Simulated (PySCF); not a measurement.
# C3H3F3O (3,3,3-trifluoropropanal): the cost of one run

Computed with PySCF 2.14.0 and routines of our own; the level stands in each step. Atoms count from 0.

### 1 The system as given

10 atoms, charge 0, multiplicity 1; geometry from: GFN2-xTB.

### 2 Optimising the geometry at PBE0-D3(BJ)/def2-SVP

The job: settings as JSON, then the geometry in Å.

```
{"job": {"xc": "PBE0", "basis": "def2-SVP", "d3": "d3bj", "grid": 2, "kind": "geom"}, "charge": 0, "multiplicity": 1}
O      2.335958     0.857464    -0.101818
C      1.172365     0.820313     0.152672
C      0.363806    -0.461363     0.240452
C     -1.046531    -0.276711    -0.286764
F     -1.066608     0.072198    -1.578413
F     -1.768450    -1.399819    -0.177969
F     -1.715569     0.676156     0.378904
H      0.583938     1.729335     0.369066
H      0.292832    -0.749460     1.293661
H      0.857141    -1.263458    -0.312319
```

On the command line:

```bash
> OMP_NUM_THREADS=1 python excited_run.py task.json out
```

One launch serves the whole session: the jobs run in the order shown.

Q: Estimate the wall time and peak memory of this first job on 1 thread of Arm Neoverse V1, shared host.

About 39 s, with a peak of 0.65 GiB.
